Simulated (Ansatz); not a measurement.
# NaHg3Se2: the cost of one run

Method: DFT PBE, scalar-relativistic, plane waves, PAW, in Ansatz 0.2.0.

### 1 Starting point

It takes space group P6/mmm (No. 191, hexagonal). Conventional cell: a = 6.221 Å, b = 6.221 Å, c = 4.827 Å, α = 90.00°, β = 90.00°, γ = 120.00°. Na (site symmetry 6/mmm) has 6 Se at 3.59 Å and 12 Hg at 3.94 Å as nearest neighbours. Around Hg (site symmetry mmm) lie 4 Se at 3.01 Å and 4 Hg at 3.11 Å. Around Se (site symmetry -6m2) lie 6 Hg at 3.01 Å and 3 Na at 3.59 Å.

Coordinates:

```
CELL_PARAMETERS angstrom
6.22130 0.00000 0.00000
-3.11065 5.38781 0.00000
0.00000 0.00000 4.82675
ATOMIC_POSITIONS crystal
Na 0.00000 0.00000 0.00000
Hg 0.50000 0.00000 0.50000
Hg 0.50000 0.50000 0.50000
Hg 0.00000 0.50000 0.50000
Se 0.33333 0.66667 0.00000
Se 0.66667 0.33333 0.00000
```

A structure generator made this guess: species swapped into a database cell of SmAl3Pd2 (P6/mmm, No. 191), with Na on the Sm sites, Hg on the Al sites and Se on the Pd sites. Lengths come from tabulated atomic sizes and are only a guess.

### 2 Probe: one point on a coarse mesh

Input file input.yaml:

```yaml
crystal:
  lattice:
    - [6.22130199, 0.0, 0.0]
    - [-3.110651, 5.38780557, 0.0]
    - [0.0, 0.0, 4.82674752]
  atoms:
    - { symbol: Na, position: [0.0, 0.0, 0.0] }
    - { symbol: Hg, position: [0.5, 0.0, 0.5] }
    - { symbol: Hg, position: [0.5, 0.5, 0.5] }
    - { symbol: Hg, position: [0.0, 0.5, 0.5] }
    - { symbol: Se, position: [0.33333333, 0.66666667, 0.0] }
    - { symbol: Se, position: [0.66666667, 0.33333333, 0.0] }
basis:
  ecutwfc: 420
kpoints:
  mp_grid: { grid: [3, 3, 4] }
hamiltonian:
  xc: pbe
scf:
  occupations: { method: gaussian, width: 0.1 }
  lower_state_search: "off"
output:
  forces: true
  stress: true
  eigenvalues: true
```

Command:

```sh
$ ansatz run input.yaml --threads 1 --pin off --max-ram 2048MiB --backend cpu --events-out ev --progress --plain --runs-dir out
```

What time and memory should one allow on 1 thread of Intel Xeon 6975P-C (Granite Rapids), shared host?

About 2.6 s, with a peak of 0.58 GiB.
